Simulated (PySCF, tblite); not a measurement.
**CH6GeO4Zn, a small molecule taken as a stand-in for a surface group (oxygen-backed Ge): NMR shifts, core binding energies and electronic excitations**

Aim: the NMR shifts, core binding energies and electronic excitations of `[CH3][Zn][O][Ge]([OH])([OH])[OH]`.

Computed with tblite 0.8.0 and PySCF 2.14.0; each step states its level. No surroundings beyond the atoms listed, unless a continuum is named. Atoms count from 0, parts from 1.

## 1. Starting point

13 atoms, charge 0, multiplicity 1; geometry: distance geometry start.

## 2. Geometry optimisation with GFN2-xTB

What the job is given:

```
{"job": {"kind": "relax", "xc": "GFN2-xTB", "basis": "xTB"}, "charge": 0, "multiplicity": 1}
O      2.456115     2.950328     0.616879
Ge     1.417897     1.393243     0.685595
O      1.519538     0.513224    -0.982577
O      2.084827     0.279196     2.000742
O     -0.334151     1.841316     1.039369
Zn    -1.562687     0.785409     1.097024
C     -2.619740    -0.484069     1.109095
H      2.670743     3.441909    -0.177429
H      1.024171    -0.276732    -1.193417
H      2.933663     0.356286     2.433342
H     -3.526131    -0.259663     0.610326
H     -2.842209    -0.758072     2.051555
H     -2.209109    -1.300327     0.597054
```

Level: GFN2-xTB geometry optimisation, gas phase.

Run with:

```bash
$ OMP_NUM_THREADS=1 python cluster_run.py task.json out
```

This one command runs all jobs of the session in turn.

**Question.** The jobs that follow are: PBE0-D3(BJ)/def2-SVP geometry optimisation, gas phase; GIAO PBE0/pcSseg-1 NMR shielding, non-relativistic, gas phase; delta-SCF UKS SCAN, pcX-2 on the ionised atom, pcseg-1 elsewhere, spin-free X2C; TDDFT CAM-B3LYP/def2-SVPD, vertical, gas phase, core orbitals frozen in the response. Predict: point group; rotational constants (main isotopes); ¹³C shifts against TMS (PBE0/pcSseg-1); ¹H shifts against TMS (PBE0/pcSseg-1); ¹⁷O shifts against H2O (PBE0/pcSseg-1); ⁷³Ge shifts against GeMe4 (PBE0/pcSseg-1); shieldings of Zn (PBE0/pcSseg-1); O1s binding energies, SCAN/pcX-2; C1s binding energies, SCAN/pcX-2; lowest singlet (CAM-B3LYP/def2-SVPD); brightest single state of those computed; lowest triplet; vertical ionisation energy (ΔSCF); vertical electron affinity (ΔSCF).

**Answer**, as computed:

| quantity | value |
| --- | --- |
| point group | C1 |
| rotational constants (main isotopes) | 3.74, 0.72, 0.71 GHz |
| ¹³C shifts against TMS (PBE0/pcSseg-1) | -19.9 ppm |
| ¹H shifts against TMS (PBE0/pcSseg-1) | 2.21, 1.61, 1.59, -0.30, -0.31, -0.35 ppm |
| ¹⁷O shifts against H2O (PBE0/pcSseg-1) | 91.3, 70.9, 57.0, 47.4 ppm |
| ⁷³Ge shifts against GeMe4 (PBE0/pcSseg-1) | 7 ppm |
| shieldings of Zn (PBE0/pcSseg-1) | Zn5 1668.9 ppm |
| O1s binding energies, SCAN/pcX-2 | O3 538.56, O0 538.49, O2 538.45, O4 536.54 eV |
| C1s binding energies, SCAN/pcX-2 | C6 289.78 eV |
| lowest singlet (CAM-B3LYP/def2-SVPD) | 6.59 eV (188 nm), f = 0.032 |
| brightest single state of those computed | state 2, 6.79 eV, f = 0.318 |
| lowest triplet | 5.97 eV |
| vertical ionisation energy (ΔSCF) | 10.34 eV |
| vertical electron affinity (ΔSCF) | -0.41 eV (unbound: the value hangs on the basis) |

In words: The optimisation took 10 steps and gained 0.214 eV; among the close pairs (by a distance rule), Ge1–O4 changed most, from 1.665 to 1.718 Å (PBE0/def2-SVP). No frequency check was run at this level, so the end point may be a saddle. At PBE0/pcSseg-1: The widest tensor belongs to Zn5: span 1074 ppm, with a paramagnetic part of -856 ppm. O3 (oxygen bonded to Ge, H) binds its O1s electron 2.02 eV more tightly than O4 (oxygen bonded to Ge, Zn). The first singlet state (HOMO−1→LUMO 0.87) lies at 6.59 eV and is weak; of the 6 states computed, the strongest absorption comes from state 2 at 6.79 eV. The lowest triplet lies 0.62 eV below the lowest singlet (triplets in Tamm-Dancoff, singlets in full TDDFT). The orbital energy would give 9.41 eV for ionisation, ΔSCF gives 10.34 eV. Spin-orbit coupling is left out, which matters for shieldings and couplings at and beside the heavy atoms. A capped cluster stands for the solid here, so long-range fields and strain are missing, and bands or shifts of the capping hydrogens have no counterpart in it.
